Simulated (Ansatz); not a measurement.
**Ce: from the start to rest**

The start is Ce, a database entry, slightly rescaled. Where does it settle when we relax cell and atoms at 5 GPa, and what is it like there?

Program: Ansatz 0.2.0. Level of theory: DFT, r2SCAN, no spin polarisation, plane waves, PAW. These are calculated values, not measurements.

## Step 1: The cell

The structure is orthorhombic, space group Cmcm (No. 63). Conventional cell: a = 3.094 Å, b = 6.007 Å, c = 5.246 Å, α = 90.00°, β = 90.00°, γ = 90.00°. Ce (site symmetry m2m) has 4 Ce at 2.91 to 3.09 Å as nearest neighbours.

Coordinates:

```
Ce
1.0
     1.54700    3.00350    0.00000
     1.54700   -3.00350    0.00000
     0.00000    0.00000   -5.24600
Ce
2
Direct
  0.10500 0.89500 0.75000
  0.89500 0.10500 0.25000
```

The first density is read from a saved solution for the starting cell.

## Step 2: The relaxation

input.yaml reads:

```yaml
crystal:
  lattice:
    - [1.547, 3.0035, 0.0]
    - [1.547, -3.0035, 0.0]
    - [0.0, 0.0, -5.246]
  atoms:
    - { symbol: Ce, position: [0.105, 0.895, 0.75] }
    - { symbol: Ce, position: [0.895, 0.105, 0.25] }
kpoints:
  mp_grid: { grid: [8, 8, 5], shift: [0, 0, 0] }
magnetization:
  spin_polarized: false
scf:
  occupations: { method: fermi_dirac }
  lower_state_search: "off"
hamiltonian:
  pseudopotentials: { kind: paw }
  xc: r2scan
basis:
  ecutwfc: 500
  fft_grid_basis: typed
relax:
  max_steps: 40
  cell: { p_target: 5.0 }
output:
  forces: true
  stress: true
  eigenvalues: true
  bader: true
  populations: true
  elf: true
  write_potential: true
  volumetric_format: npy
  dos:
    e_range: [-12, 8]
    de: 0.05
    projected: { site_lists: { Ce: [Ce] } }
  write_density: true
checkpoint:
  read: saved_state
```

On the command line:

```bash
> ansatz run input.yaml --threads 2 --pin off --max-ram 2560MiB --backend cpu --events-out ev --progress --plain --runs-dir out
```

What does the calculation give? Wanted: moves; largest move; cell; volume; pressure at the end; character.

As calculated:

```
                                                 quantity                                                                       value
                                                    moves                                                                           6
                                             largest move                                                                 0.06 Å (Ce)
                     space group (0.01 Å), before / after                                                                 Cmcm / Cmcm
                                                     cell  a = 3.368 Å, b = 3.368 Å, c = 5.114 Å, α = 90.00°, β = 90.00°, γ = 126.61°
                                                   volume                                                      23.28 Å³/atom (-4.5 %)
                                      pressure at the end                                                                    4.99 GPa
                                                character                                                                       metal
density of states, mean within 0.25 eV of the Fermi level                                                           4 per eV per cell
```

In words: The volume shrank by 4.5 %, and the largest move of an atom is 0.06 Å apart from the change of the cell. The run held to 8 symmetry operations, so a lower structure without them is not ruled out. The cell is metallic; within 0.25 eV of the Fermi level the density of states averages 4 per eV per cell, mostly Ce f (75 %) and Ce d (20 %).

Limits of this run: no spin polarisation, so a magnetic state may lie lower.
